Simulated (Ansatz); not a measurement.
**LuBi: a single-point run**

The task is a single-point run on LuBi. The structure is shown as the input types it. The cell is built on a prototype (zincblende) and needn't be the phase found in nature.

Program: Ansatz 0.2.0. Level of theory: density functional or hybrid calculation with the settings of its input, plane waves (as first typed). These are calculated values, not measurements.

5 further runs of the same task are left out: 3 for a known fault of the program, 2 that didn't finish.

**1. Starting point**

The structure is cubic, space group F-43m (No. 216). The conventional cell has a = 6.925 Å, b = 6.925 Å, c = 6.925 Å, α = 90.00°, β = 90.00°, γ = 90.00°. Lu (site symmetry -43m) is surrounded by 4 Bi at 3.00 Å. Bi (site symmetry -43m) is surrounded by 4 Lu at 3.00 Å.

Structure file:

```
Lu Bi
1.0
     0.00000    3.46236    3.46236
     3.46236    0.00000    3.46236
     3.46236    3.46236    0.00000
Lu Bi
1 1
Direct
  0.00000 0.00000 0.00000
  0.25000 0.25000 0.25000
```

**2. Running it**

Input file input.yaml:

```yaml
crystal:
  lattice:
    - [0.0, 3.46235626, 3.46235626]
    - [3.46235626, 0.0, 3.46235626]
    - [3.46235626, 3.46235626, 0.0]
  atoms:
    - { symbol: Lu, position: [0.0, 0.0, 0.0] }
    - { symbol: Bi, position: [0.25, 0.25, 0.25] }
kpoints:
  mp_grid: { grid: [4, 4, 4] }
hamiltonian:
  xc: pbesol
scf:
  occupations: { method: fixed }
  n_extra_bands: 4
  mixing: { beta: 0.005 }
  max_iter: 73
output:
  forces: true
  stress: true
  eigenvalues: true
```

Launch:

```
$ ansatz run input.yaml --threads 4 --pin off --max-ram 3686MiB --backend cpu --events-out ev --progress --plain --runs-dir out
```

Q: Will this input give a usable result? If not, why, and what should change?

The program finished normally. Convergence says nothing about whether the input makes sense.

The suspect setting: scf.mixing.beta is 0.005. The risk: mixing too weak. Here it converged all the same; such a setting changes the road, not the converged state.

To check: delete scf.mixing.beta (the default then holds).
